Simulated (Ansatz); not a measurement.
# ScSi2: the cost of one run

Method: DFT PBE, scalar-relativistic, plane waves, PAW, in Ansatz 0.2.0.

1 further run of the same task is left out (it didn't finish).

### Step 1. The starting structure

It takes space group P6_3/mmc (No. 194, hexagonal). The conventional cell has a = 4.448 Å, b = 4.448 Å, c = 5.549 Å, α = 90.00°, β = 90.00°, γ = 120.00°. Sc (site symmetry -6m2) has 11 Si at 2.57 to 2.92 Å as nearest neighbours. Around Si (site symmetry -6m2) lie 5 Sc at 2.57 to 2.77 Å. Si (site symmetry -3m) has 8 Si at 2.77 to 2.92 Å and 6 Sc at 2.92 Å as nearest neighbours.

Coordinates:

```cif
data_structure
_symmetry_space_group_name_H-M 'P6_3/mmc'
_symmetry_Int_Tables_number 194
_cell_length_a 4.4483
_cell_length_b 4.4483
_cell_length_c 5.5491
_cell_angle_alpha 90.000
_cell_angle_beta 90.000
_cell_angle_gamma 120.000
_cell_volume 95.09
loop_
_atom_site_label
_atom_site_type_symbol
_atom_site_symmetry_multiplicity
_atom_site_Wyckoff_symbol
_atom_site_fract_x
_atom_site_fract_y
_atom_site_fract_z
_atom_site_occupancy
Sc1 Sc 2 c 0.33333 0.66667 0.25000 1
Si1 Si 2 d 0.33333 0.66667 0.75000 1
Si2 Si 2 a 0.00000 0.00000 0.00000 1
```

The cell is invented: species swapped into a database cell of Gd2Tl (P6_3/mmc, No. 194), with Si on the Gd sites and Sc on the Tl sites. Lengths come from tabulated atomic sizes and are only a guess.

### Step 2. A first look at the guess

File input.yaml:

```yaml
crystal:
  lattice:
    - [4.44832089, 0.0, 0.0]
    - [-2.22416045, 3.8523589, 0.0]
    - [0.0, 0.0, 5.5490723]
  atoms:
    - { symbol: Sc, position: [0.33333333, 0.66666667, 0.25] }
    - { symbol: Sc, position: [0.66666667, 0.33333333, 0.75] }
    - { symbol: Si, position: [0.33333333, 0.66666667, 0.75] }
    - { symbol: Si, position: [0.66666667, 0.33333333, 0.25] }
    - { symbol: Si, position: [0.0, 0.0, 0.0] }
    - { symbol: Si, position: [0.0, 0.0, 0.5] }
basis:
  ecutwfc: 420
kpoints:
  mp_grid: { grid: [6, 6, 4] }
hamiltonian:
  xc: pbe
scf:
  occupations: { method: gaussian, width: 0.1 }
  lower_state_search: "off"
output:
  forces: true
  stress: true
  eigenvalues: true
```

On the command line:

```sh
ansatz run input.yaml --threads 1 --pin off --max-ram 2560MiB --backend cpu --events-out ev --progress --plain --runs-dir out
```

**Question.** How long does this run take on 1 thread of Arm Neoverse V2, shared host, and how much memory does it need?

About 2.5 s, with a peak of 0.35 GiB.
